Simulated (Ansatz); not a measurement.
**AlCl2H3Si: small, medium and large basis sets**

One table from this session's results is given with a row withheld; the runs are named, their logs left out.

Program: Ansatz 0.2.0, Gaussian basis. Level of theory: one geometry, several basis sets. These are calculated values, not measurements.

Levels to be run: PBE0-D4/def2-SVP; ωB97M-V/def2-SVP; PBE0-D4/def2-QZVPP; ωB97M-V/def2-QZVPP; the functionals' def2-TZVPP values are taken from earlier runs.

### Structure used throughout

The geometry comes from an earlier relaxation with PBE0-D4 in a triple-zeta def2 set; it is a stationary point, not always the lowest conformer.

7 atoms, charge 0, spin multiplicity 1.

Atoms are counted from 1 here; the program's logs count them from 0.

Bond lengths: Si1–Al2 2.433 Å, Si1–H5 1.486 Å, Si1–H6 1.488 Å, Si1–H7 1.488 Å, Al2–Cl3 2.091 Å, Al2–Cl4 2.091 Å. Angles: Al2–Si1–H5 111.1°, Al2–Si1–H6 109.7°, Al2–Si1–H7 109.5°, H5–Si1–H6 109.1°, H5–Si1–H7 109.0°, H6–Si1–H7 108.3°, Si1–Al2–Cl3 120.8°, Si1–Al2–Cl4 122.3°, Cl3–Al2–Cl4 117.0°.

The first run:

File in.yaml:

```yaml
crystal:
  periodic: [false, false, false]
  atoms:
    - {symbol: Si, position_ang: [-0.434828, 0.999723, -0.278326]}
    - {symbol: Al, position_ang: [0.497754, -1.172444, 0.296299]}
    - {symbol: Cl, position_ang: [2.290242, -1.318635, 1.363290]}
    - {symbol: Cl, position_ang: [-0.432088, -2.964722, -0.245301]}
    - {symbol: H, position_ang: [-1.709567, 0.853817, -1.028452]}
    - {symbol: H, position_ang: [-0.687890, 1.781052, 0.962571]}
    - {symbol: H, position_ang: [0.537577, 1.753211, -1.115782]}
basis:
  gaussian: {orbitals: def2-SVP}
hamiltonian: {xc: pbe0, dispersion: d4}
output: {orbitals: {seedname: orbitals}}
```

Among the steps run: PBE0-D4 in def2-SVP; ωB97M-V in def2-SVP; PBE0-D4 in def2-QZVPP; ωB97M-V in def2-QZVPP.

One table of the session follows, with a row left open; its other results are not shown here.

It belongs to the step «Functionals by basis». 

| functional | basis | HOMO (eV) | LUMO (eV) |
| --- | --- | --- | --- |
| PBE0-D4 | def2-SVP | -8.30 | -1.75 |
| PBE0-D4 | def2-TZVPP | -8.31 | -1.86 |
| PBE0-D4 | def2-QZVPP | -8.33 | -1.90 |
| ωB97M-V | def2-SVP | -10.24 | 0.04 |
| ωB97M-V | def2-TZVPP | ? | ? |
| ωB97M-V | def2-QZVPP | -10.32 | -0.22 |

Estimate the missing values for ωB97M-V, def2-TZVPP.

The run gave: HOMO (eV): -10.29; LUMO (eV): -0.13. In the column «HOMO (eV)» it lies between ωB97M-V, def2-QZVPP (-10.32) and ωB97M-V, def2-SVP (-10.24).
